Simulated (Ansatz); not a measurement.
# C2H7InNO radical: one species, many methods

One table from this session's results is given with a row withheld; the runs are named, their logs left out.

Program: Ansatz 0.2.0, Gaussian basis. Level of theory: functionals in def2-TZVPP, the program's frozen cores in correlated methods. These are calculated values, not measurements.

The runs, in order: LDA (SPW92), PBE-D4, revPBE-D4, BLYP-D4, r2SCAN-D4, B97M-V, PBE0-D4, B3LYP-D4, r2SCANh-D4, r2SCAN0-D4, HSE06-D4, BHLYP-D4, CAM-B3LYP-D4, LC-ωPBE, ωB97X-V, ωB97M-V, B2PLYP, PBE-QIDH; CCSD(T)/def2-SVP; MP2/def2-TZVPP; MP2/def2-QZVPP; RPA on PBE.

1 further run of the same task is left out (it didn't finish).

## The relaxed structure

All runs share one geometry, relaxed beforehand with PBE0-D4 in a triple-zeta def2 set. In takes the def2 core potential; no spin-orbit term is included.

SMILES `C[N](C)[In][OH]`, 12 atoms, charge 0, spin multiplicity 2.

Atoms are counted from 1 here; the program's logs count them from 0.

Bond lengths: C1–N2 1.426 Å, C1–H6 1.101 Å, C1–H7 1.092 Å, C1–H8 1.097 Å, N2–C3 1.426 Å, N2–In4 2.578 Å, C3–H9 1.101 Å, C3–H10 1.092 Å, C3–H11 1.097 Å, In4–O5 2.079 Å, O5–H12 0.960 Å. Angles: N2–C1–H6 107.3°, N2–C1–H7 110.5°, N2–C1–H8 112.9°, H6–C1–H7 107.8°, H6–C1–H8 108.3°, H7–C1–H8 109.9°, C1–N2–C3 114.2°, C1–N2–In4 114.9°, C3–N2–In4 114.8°, N2–C3–H9 107.5°, N2–C3–H10 110.6°, N2–C3–H11 112.8°, H9–C3–H10 107.8°, H9–C3–H11 108.1°, H10–C3–H11 109.9°, N2–In4–O5 72.1°, In4–O5–H12 116.3°.

Set-up of the first run:

The input, in.yaml:

```yaml
crystal:
  periodic: [false, false, false]
  atoms:
    - {symbol: C, position_ang: [-1.140473, -0.752767, 0.410994]}
    - {symbol: N, position_ang: [0.022474, -0.685603, -0.410974]}
    - {symbol: C, position_ang: [1.248153, -0.633711, 0.315350]}
    - {symbol: In, position_ang: [-0.138628, 0.966597, -2.383175]}
    - {symbol: O, position_ang: [-0.149818, 2.070438, -0.621094]}
    - {symbol: H, position_ang: [-1.343711, 0.266122, 0.775068]}
    - {symbol: H, position_ang: [-2.004589, -1.076353, -0.173669]}
    - {symbol: H, position_ang: [-1.010689, -1.408897, 1.280607]}
    - {symbol: H, position_ang: [1.367492, 0.394813, 0.689084]}
    - {symbol: H, position_ang: [2.093142, -0.850749, -0.341880]}
    - {symbol: H, position_ang: [1.260603, -1.313706, 1.176300]}
    - {symbol: H, position_ang: [-0.203956, 3.023825, -0.716621]}
basis:
  gaussian: {orbitals: def2-TZVPP}
magnetization: {spin_polarized: true, initial_magnetization: 1}
hamiltonian: {xc: lda}
output: {orbitals: {seedname: orbitals}}
```

Among the steps run: LDA; PBE-D4 (GGA); revPBE-D4 (GGA); BLYP-D4 (GGA); r2SCAN-D4 (meta-GGA); B97M-V (meta-GGA); PBE0-D4 (hybrid); B3LYP-D4 (hybrid); r2SCANh-D4 (hybrid); r2SCAN0-D4 (hybrid); HSE06-D4 (hybrid); BHLYP-D4 (hybrid); CAM-B3LYP-D4 (range-separated); LC-ωPBE (range-separated); ωB97X-V (range-separated); ωB97M-V (range-separated); B2PLYP (double hybrid); PBE-QIDH (double hybrid).

One of the session's tables, all rows but one given; the rest of the session is left out.

It belongs to the step «Orbital energies across the functionals». 

| functional | HOMO (eV) | LUMO (eV) | gap (eV) |
| --- | --- | --- | --- |
| LDA (SPW92) | ? | ? | ? |
| PBE-D4 | -4.80 | -3.97 | 0.83 |
| revPBE-D4 | -4.71 | -3.85 | 0.86 |
| BLYP-D4 | -4.71 | -3.91 | 0.81 |
| r2SCAN-D4 | -5.03 | -3.36 | 1.66 |
| B97M-V | -4.91 | -3.50 | 1.40 |
| PBE0-D4 | -5.80 | -2.56 | 3.23 |
| B3LYP-D4 | -5.68 | -2.98 | 2.70 |
| r2SCANh-D4 | -5.41 | -2.87 | 2.55 |
| r2SCAN0-D4 | -5.98 | -2.12 | 3.86 |
| HSE06-D4 | -5.40 | -2.96 | 2.44 |
| BHLYP-D4 | -6.70 | -1.15 | 5.56 |
| CAM-B3LYP-D4 | -7.05 | -1.44 | 5.62 |
| LC-ωPBE | -8.13 | -0.07 | 8.06 |
| ωB97X-V | -7.89 | -0.43 | 7.46 |
| ωB97M-V | -7.88 | -0.54 | 7.34 |

Estimate the missing values for LDA (SPW92).

The run gave: HOMO (eV): -5.02; LUMO (eV): -4.42; gap (eV): 0.60. In the column «HOMO (eV)» it lies between r2SCAN-D4 (-5.03) and B97M-V (-4.91).
